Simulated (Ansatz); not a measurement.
PtRh3:

```
CELL_PARAMETERS angstrom
-1.91916 1.91916 3.84464
1.91916 -1.91916 3.84464
1.91916 1.91916 -3.84464
ATOMIC_POSITIONS crystal
Pt 0.00000 0.00000 0.00000
Rh 0.50000 0.50000 0.00000
Rh 0.25000 0.75000 0.50000
Rh 0.75000 0.25000 0.50000
```

The cell comes from a database or a generator and needn't be the stable form of this composition.

Base run:

```yaml
Program: Ansatz 0.2.0
Functional: LDA
Potentials_or_basis: all-electron LAPW, scalar-relativistic
Cutoff: 257 eV
Density_cutoff: 1030 eV
Basis_error_allowed: 0.002 eV/atom
k_mesh: 10 × 10 × 10
Occupations: fermi-dirac, width 0.05 eV
Spin: no spin polarisation
```

Its results: pressure -11.6 GPa.

Task: The run is repeated on the same cell with these changes: functional from LDA to PBEsol. What comes out?

Result: Pressure -5.7 GPa.

PBEsol binds less tightly than LDA, so the same cell stands under more pressure.

Not every run made on this cell is shown here.
